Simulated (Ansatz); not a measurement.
**BF2H5O (built from SMILES BO.F.F): a barrier at many levels of theory**

Aim: the barrier and energy of one elementary step (B1–F6 formed, O2–H7 formed, H5–F8 formed, B1–O2 loosened, H5–F6 broken, H7–F8 broken) from LDA up to coupled cluster, on fixed structures, to see where each rung fails.

The runs use Ansatz 0.2.0, Gaussian basis; single points in def2-TZVPP on PBE0-D4/def2-TZVP structures.

Levels: SPW92, PBE-D4, BLYP-D4, r2SCAN-D4, B97M-V, PBE0-D4, B3LYP-D4, r2SCAN0-D4, BHLYP-D4, CAM-B3LYP-D4, wB97X-V, wB97M-V, B2PLYP, PBE-QIDH, RPA on PBE, Hartree-Fock, MP2, CCSD, CCSD(T). The reference is CCSD(T) at the basis limit, from triple and quadruple zeta. Zero-point energies come from PBE0-D4 vibrations.

Correlated methods freeze the cores. B3LYP uses VWN-RPA correlation. B2PLYP carries no dispersion term here.

33 further runs of the same task are left out: 33 set aside as unsound or not needed.

### 1 Start, saddle and end, as given

Charge 0, multiplicity 1. The folders r, ts and p hold the start, the saddle and the end; their coordinates stand in the first inputs.

| pair | r (Å) | ts (Å) | p (Å) |
| --- | --- | --- | --- |
| B1–F6 | 2.631 | 1.695 | 1.428 |
| O2–H7 | 1.615 | 1.293 | 0.984 |
| H5–F8 | 1.693 | 1.306 | 0.954 |
| B1–O2 | 1.373 | 1.465 | 1.633 |
| H5–F6 | 0.939 | 1.033 | 1.574 |
| H7–F8 | 0.954 | 1.073 | 1.744 |

### 2 wB97M-V/def2-TZVPP

The input, r/in.yaml:

```yaml
crystal:
  periodic: [false, false, false]
  atoms:
    - {symbol: B, position_ang: [-0.042948, -1.089604, -0.549263]}
    - {symbol: O, position_ang: [0.041758, 0.162111, -1.106973]}
    - {symbol: H, position_ang: [-1.086101, -1.371075, -0.050746]}
    - {symbol: H, position_ang: [0.873003, -1.846085, -0.668503]}
    - {symbol: H, position_ang: [0.067836, 0.713388, 1.609114]}
    - {symbol: F, position_ang: [0.576040, -0.055612, 1.789593]}
    - {symbol: H, position_ang: [-0.566935, 1.314282, -0.153190]}
    - {symbol: F, position_ang: [-0.760311, 1.820961, 0.632119]}
    - {symbol: H, position_ang: [0.897558, 0.351633, -1.502350]}
basis:
  gaussian: {orbitals: def2-TZVPP}
hamiltonian: {xc: {name: wB97M-V}}
```

The input, ts/in.yaml:

```yaml
crystal:
  periodic: [false, false, false]
  atoms:
    - {symbol: B, position_ang: [0.012007, -0.946875, -0.193388]}
    - {symbol: O, position_ang: [-0.055266, 0.257078, -1.026209]}
    - {symbol: H, position_ang: [-1.071084, -1.401127, 0.021965]}
    - {symbol: H, position_ang: [0.950397, -1.653294, -0.414909]}
    - {symbol: H, position_ang: [-0.033860, 0.656520, 1.266555]}
    - {symbol: F, position_ang: [0.397410, -0.281262, 1.317135]}
    - {symbol: H, position_ang: [-0.417684, 1.206036, -0.226163]}
    - {symbol: F, position_ang: [-0.564511, 1.711218, 0.709262]}
    - {symbol: H, position_ang: [0.782491, 0.451705, -1.454446]}
basis:
  gaussian: {orbitals: def2-TZVPP}
hamiltonian: {xc: {name: wB97M-V}}
```

The input, p/in.yaml:

```yaml
crystal:
  periodic: [false, false, false]
  atoms:
    - {symbol: B, position_ang: [0.057238, -1.008615, -0.036955]}
    - {symbol: O, position_ang: [-0.026682, 0.259841, -1.061376]}
    - {symbol: H, position_ang: [-1.081089, -1.382031, 0.046279]}
    - {symbol: H, position_ang: [0.877886, -1.732274, -0.536038]}
    - {symbol: H, position_ang: [-0.191059, 0.978469, 1.348066]}
    - {symbol: F, position_ang: [0.520377, -0.415552, 1.176615]}
    - {symbol: H, position_ang: [-0.401670, 1.023930, -0.567105]}
    - {symbol: F, position_ang: [-0.606718, 1.763580, 0.999263]}
    - {symbol: H, position_ang: [0.851617, 0.512652, -1.368947]}
basis:
  gaussian: {orbitals: def2-TZVPP}
hamiltonian: {xc: {name: wB97M-V}}
```

The command line of these runs was not kept.

After this run come: CCSD(T)/def2-TZVPP; MP2/def2-QZVPP; Vibrations of the start structure; Vibrations of the end structure.

Before running it: what results should come out? Wanted: barrier, CCSD(T)/CBS; reverse barrier, CCSD(T)/CBS; step energy, CCSD(T)/CBS; barrier with zero-point energy; step energy with zero-point energy; imaginary mode at the saddle; largest T1 diagnostic.

The runs gave:

```
                          quantity         value
              barrier, CCSD(T)/CBS   30.1 kJ/mol
      reverse barrier, CCSD(T)/CBS   59.7 kJ/mol
          step energy, CCSD(T)/CBS  -29.6 kJ/mol
    barrier with zero-point energy   27.6 kJ/mol
step energy with zero-point energy  -21.9 kJ/mol
      imaginary mode at the saddle     427i cm⁻¹
             largest T1 diagnostic         0.011
```

**Reading.** The functionals run from B97M-V, off by -2.0 kJ/mol, to SPW92, off by -69.4 kJ/mol, against CCSD(T)/CBS. By rung, the mean size of the error is: LDA 69.4, GGA 17.2, meta-GGA 12.8, hybrid 11.0, range-separated hybrid 10.9, double hybrid 8.6 kJ/mol. PBE-D4 gives a barrier 25.6 kJ/mol too low, outside chemical accuracy (1 kcal/mol, 4.2 kJ/mol). Every functional without exact exchange puts the forward barrier too low. The barrier rises with the share of exact exchange, from BLYP-D4 through B3LYP-D4 to BHLYP-D4 (-8.8, -5.5, +4.2 kJ/mol). Hartree-Fock, with no correlation, is off by +45.9 kJ/mol. Zero-point motion lowers the barrier by 2.5 kJ/mol.
